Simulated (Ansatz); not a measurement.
# CH6BClSSi: one species, many methods

Aim: compute CH6BClSSi with functionals from several rungs and with coupled cluster. The yardstick is the atomisation energy at the CCSD(T) limit.

The runs use Ansatz 0.2.0, Gaussian basis; functionals in def2-TZVPP, the program's frozen cores in correlated methods.

The runs, in order: LDA (SPW92), PBE-D4, revPBE-D4, BLYP-D4, r2SCAN-D4, B97M-V, PBE0-D4, B3LYP-D4, r2SCANh-D4, r2SCAN0-D4, HSE06-D4, BHLYP-D4, CAM-B3LYP-D4, LC-ωPBE, ωB97X-V, ωB97M-V, B2PLYP, PBE-QIDH; CCSD(T)/def2-SVP; CCSD(T)/def2-TZVPP; MP2/def2-QZVPP; extrapolation to the limit; RPA on PBE.

## 1. The geometry

An earlier PBE0-D4 in a triple-zeta def2 set relaxation fixed the geometry.

SMILES `BS[SiH](C)Cl`, 11 atoms, charge 0, spin multiplicity 1.

Atoms are counted from 1 here; the program's logs count them from 0.

Bond lengths: B1–S2 1.773 Å, B1–H6 1.192 Å, B1–H7 1.196 Å, S2–Si3 2.153 Å, Si3–C4 1.852 Å, Si3–Cl5 2.056 Å, Si3–H8 1.480 Å, C4–H9 1.092 Å, C4–H10 1.092 Å, C4–H11 1.093 Å. Angles: S2–B1–H6 117.3°, S2–B1–H7 121.4°, H6–B1–H7 121.3°, B1–S2–Si3 97.3°, S2–Si3–C4 111.5°, S2–Si3–Cl5 106.6°, S2–Si3–H8 108.9°, C4–Si3–Cl5 109.2°, C4–Si3–H8 112.7°, Cl5–Si3–H8 107.6°, Si3–C4–H9 110.2°, Si3–C4–H10 110.4°, Si3–C4–H11 110.1°, H9–C4–H10 108.7°, H9–C4–H11 108.7°, H10–C4–H11 108.7°.

## 2. LDA

This LDA is Slater exchange with PW92 correlation.

File in.yaml:

```yaml
crystal:
  periodic: [false, false, false]
  atoms:
    - {symbol: B, position_ang: [-1.305742, 1.133305, 1.413437]}
    - {symbol: S, position_ang: [-1.871506, 0.284042, -0.036937]}
    - {symbol: Si, position_ang: [0.039586, 0.100537, -1.011080]}
    - {symbol: C, position_ang: [1.121480, -1.137575, -0.158684]}
    - {symbol: Cl, position_ang: [-0.338314, -0.536609, -2.929054]}
    - {symbol: H, position_ang: [-2.118381, 1.396529, 2.244276]}
    - {symbol: H, position_ang: [-0.156132, 1.432524, 1.551344]}
    - {symbol: H, position_ang: [0.664083, 1.439002, -1.098101]}
    - {symbol: H, position_ang: [1.327887, -0.817350, 0.865164]}
    - {symbol: H, position_ang: [0.632420, -2.113177, -0.127979]}
    - {symbol: H, position_ang: [2.069916, -1.238228, -0.691786]}
basis:
  gaussian: {orbitals: def2-TZVPP}
hamiltonian: {xc: lda}
output: {orbitals: {seedname: orbitals}}
```

The runs that follow: PBE-D4 (GGA); revPBE-D4 (GGA); BLYP-D4 (GGA); r2SCAN-D4 (meta-GGA); B97M-V (meta-GGA); PBE0-D4 (hybrid); B3LYP-D4 (hybrid); r2SCANh-D4 (hybrid); r2SCAN0-D4 (hybrid); HSE06-D4 (hybrid); BHLYP-D4 (hybrid); CAM-B3LYP-D4 (range-separated); LC-ωPBE (range-separated); ωB97X-V (range-separated); ωB97M-V (range-separated); B2PLYP (double hybrid); PBE-QIDH (double hybrid); CCSD(T) in def2-SVP; CCSD(T) in def2-TZVPP; MP2 in def2-QZVPP; RPA on PBE orbitals.

Before running them: what should the planned runs give, taken together? Wanted: atomisation energy, CCSD(T)/CBS; farthest beyond LDA; mean size of error, GGA; mean size of error, meta-GGA; mean size of error, hybrid; mean size of error, range-separated; mean size of error, double hybrid; gap, smallest and largest; T1 diagnostic.

As calculated:

```
                               quantity                                                            value
        atomisation energy, CCSD(T)/CBS                                                    3855.3 kJ/mol
 functionals within 19.3 kJ/mol (0.5 %)  PBE0-D4, B3LYP-D4, r2SCAN0-D4, HSE06-D4, CAM-B3LYP-D4, PBE-QIDH
                    farthest beyond LDA                                          BHLYP-D4 (-63.5 kJ/mol)
                mean size of error, GGA                                                      36.5 kJ/mol
           mean size of error, meta-GGA                                                      41.2 kJ/mol
             mean size of error, hybrid                                                      20.5 kJ/mol
    mean size of error, range-separated                                                      22.0 kJ/mol
      mean size of error, double hybrid                                                      23.7 kJ/mol
              gap, smallest and largest                        4.49 eV (LDA (SPW92)), 11.57 eV (LC-ωPBE)
                          T1 diagnostic                                                           0.0123
triples share of the correlation energy                                                            4.2 %
```

LDA overbinds by 478.4 kJ/mol (12 %). PBE-D4 is off by +44.8 kJ/mol. Double hybrids carry the basis error of their MP2 part in triple zeta, and no dispersion term here, so their miss is partly the set-up's. Taken by rung, hybrid functionals do best (20.5 kJ/mol on average) and meta-GGA ones worst beyond LDA (41.2 kJ/mol). The gap between the best rungs is small, so their order is not settled. The reference freezes the cores and leaves out relativity and excitations past (T), so misses under about 19.3 kJ/mol can't be ranked. Hartree-Fock recovers 77 % of the binding; the rest is correlation. CCSD(T) in def2-SVP is off by -233.2 kJ/mol, more than most functionals: a good method in a small basis is no reference. Orbital gaps span 4.5 to 11.6 eV; exact exchange widens them.
